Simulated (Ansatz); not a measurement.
# C2H6AlNOSi: molecular dynamics

Purpose: to follow the molecule's vibrations and see whether its bonds hold. The start is relaxed first. Runs: 40 steps of 3 fs at constant energy, with velocities drawn for 400 K. SMILES of the start: OC1=[C]([AlH2])[SiH2]N1.

Method: RKS r2SCAN-D4/STO-3G, in Ansatz 0.2.0.

### 1 The starting structure

Bond lengths: O1–C2 1.458 Å, C2–C3 1.419 Å, C3–Al4 1.904 Å, C3–Si5 1.714 Å, C2–N6 1.497 Å, Si5–N6 1.701 Å, O1–H7 0.969 Å, Al4–H8 1.574 Å, Al4–H9 1.664 Å, Si5–H10 1.431 Å, Si5–H11 1.507 Å, N6–H12 1.047 Å. Angles (14 of 19 angles, heavy atoms first): O1–C2–C3 131.7°, O1–C2–N6 131.4°, C3–C2–N6 97.0°, C2–C3–Al4 130.7°, C2–C3–Si5 92.9°, Al4–C3–Si5 136.5°, C3–Si5–N6 79.5°, C2–N6–Si5 90.7°, C2–O1–H7 119.1°, C3–Al4–H8 123.5°, C3–Al4–H9 117.6°, C3–Si5–H10 113.7°, C3–Si5–H11 112.1°, N6–Si5–H10 113.0°.

As a file:

```xyz
12

O     2.2671   -0.6874    0.3820
C     1.1073    0.1203    0.0252
C    -0.2811   -0.1707    0.0250
Al   -1.2179   -1.7513    0.5253
Si   -0.6951    1.3864   -0.5606
N     0.9976    1.5278   -0.4721
H     2.1312   -1.5916    0.7017
H    -0.5061   -3.0593    1.0355
H    -2.8803   -1.7185    0.4548
H    -1.1876    1.3844   -1.9047
H    -1.3613    2.2300    0.4955
H     1.7032    2.2747   -0.6738
```

### 2 Relaxing the start

File input.yaml:

```yaml
crystal:
  periodic: [false, false, false]
  atoms:
    - { symbol: O, position_ang: [2.2671, -0.6874, 0.382] }
    - { symbol: C, position_ang: [1.1073, 0.1203, 0.0252] }
    - { symbol: C, position_ang: [-0.2811, -0.1707, 0.025] }
    - { symbol: Al, position_ang: [-1.2179, -1.7513, 0.5253] }
    - { symbol: Si, position_ang: [-0.6951, 1.3864, -0.5606] }
    - { symbol: "N", position_ang: [0.9976, 1.5278, -0.4721] }
    - { symbol: H, position_ang: [2.1312, -1.5916, 0.7017] }
    - { symbol: H, position_ang: [-0.5061, -3.0593, 1.0355] }
    - { symbol: H, position_ang: [-2.8803, -1.7185, 0.4548] }
    - { symbol: H, position_ang: [-1.1876, 1.3844, -1.9047] }
    - { symbol: H, position_ang: [-1.3613, 2.23, 0.4955] }
    - { symbol: H, position_ang: [1.7032, 2.2747, -0.6738] }
basis:
  gaussian: { orbitals: STO-3G }
hamiltonian:
  xc: r2scan
  dispersion: d4
relax:
  f_tol: 0.02
  max_steps: 40
```

The run is started by

```bash
$ ansatz run input.yaml --threads 1 --pin off --max-ram 2048MiB --backend cpu --events-out ev --progress --plain --runs-dir out
```

The runs that follow: Dynamics.

Before running it: what results should come out? Wanted: relaxation of the start; temperature, first and last step; temperature, second half; potential energy, second half; largest change of the total energy; bonds formed or broken.

**Answer**, as computed:

| quantity | value |
| --- | --- |
| relaxation of the start | 18 moves, 2.156 eV lower |
| length | 34 steps of 3 fs, cut short |
| temperature, first and last step | 400 and 246151 K |
| temperature, second half | mean 246555 K, from 245505 to 249191 K |
| potential energy, second half | +1913 meV/atom from the start |
| largest change of the total energy | 28491.82 meV/atom |
| bonds formed or broken | 5 |

What this shows: The temperature runs away to 250424 K: the integration has become unstable, and nothing after that is physical. The run was cut short, and these figures cover the steps done. 102 fs on 12 atoms is far too short and small for converged averages. The nuclei move classically, without zero-point motion, which matters most for hydrogen. In so small a basis the energies are only a sketch.
